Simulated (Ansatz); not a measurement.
**TiTe: properties at the relaxed cell**

One table from this session's results is given with a row withheld; the runs are named, their logs left out.

Program: Ansatz 0.2.0. Level of theory: DFT PBEsol, scalar-relativistic, plane waves, PAW. These are calculated values, not measurements.

### The starting structure

The structure is hexagonal, space group P6_3/mmc (No. 194). The conventional cell has a = 3.610 Å, b = 3.610 Å, c = 7.224 Å, α = 90.00°, β = 90.00°, γ = 120.00°. Around Ti (site symmetry -3m) lie 6 Te at 2.76 Å. Around Te (site symmetry -6m2) lie 6 Ti at 2.76 Å.

Coordinates:

```xyz
4
Lattice="3.6100 0.0000 0.0000 -1.8050 3.1263 0.0000 0.0000 0.0000 7.2235" Properties=species:S:1:pos:R:3 pbc="T T T"
Ti    0.0000    0.0000    0.0000
Ti    0.0000    0.0000    3.6118
Te    0.0000    2.0842    1.8059
Te    1.8050    1.0421    5.4176
```

It is the result of an earlier relaxation at this level (volume 20.38 Å³/atom; gap on the mesh: none (metal)).

Set-up of the first run:

Input file input.yaml:

```yaml
crystal:
  lattice:
    - [3.5735136166, 0.0, 0.0]
    - [-1.7867568083, 3.0947535727, 0.0]
    - [0.0, 0.0, 7.1505449006]
  atoms:
    - { symbol: Ti, position: [0.0, 0.0, 0.0] }
    - { symbol: Ti, position: [0.0, 0.0, 0.5] }
    - { symbol: Te, position: [0.3333333333, 0.6666666667, 0.25] }
    - { symbol: Te, position: [0.6666666667, 0.3333333333, 0.75] }
basis:
  ecutwfc: 420
kpoints:
  mp_grid: { grid: [12, 12, 8] }
hamiltonian:
  xc: pbesol
scf:
  occupations: { method: gaussian, width: 0.1 }
output:
  forces: true
  stress: true
  eigenvalues: true
relax:
  adjacent_minimum: "off"
  f_tol: 0.01
  max_steps: 30
  cell: { stress_tol: 0.1, fix: [volume] }
```

Launch:

```console
$ ansatz run input.yaml --threads 1 --pin off --max-ram 2560MiB --backend cpu --events-out ev --progress --plain --runs-dir out
```

Steps of the session up to this table: Point at V/V0 = 0.97; The cell scaled to 1.03 of its volume; Point at V/V0 = 0.94; The cell scaled to 1.06 of its volume.

One table of the session follows, with a row left open; its other results are not shown here.

It belongs to the step «Fit of the equation of state». 

```
volume (Å³/atom)  energy above the lowest point (meV/atom)  pressure (GPa)
          19.158                                      23.9            6.74
          19.770                                       5.5            3.09
          20.381                                       0.0           -0.01
          20.993                                         ?               ?
          21.604                                      19.9           -4.83
```

Estimate the missing values for volume (Å³/atom) = 20.993.

Worked estimate for «energy above the lowest point (meV/atom)». A straight line through the neighbours (20.381, 0.0) and (21.604, 19.9) gives 0.0 + (19.9 − 0.0) × (20.993 − 20.381) / (21.604 − 20.381) = 10.0; a parabola fitted to 3 rows on both sides gives 4.8.

The run gave: energy above the lowest point (meV/atom): 5.4; pressure (GPa): -2.62. In «energy above the lowest point (meV/atom)» the line misses by +4.6 and the parabola by -0.6.
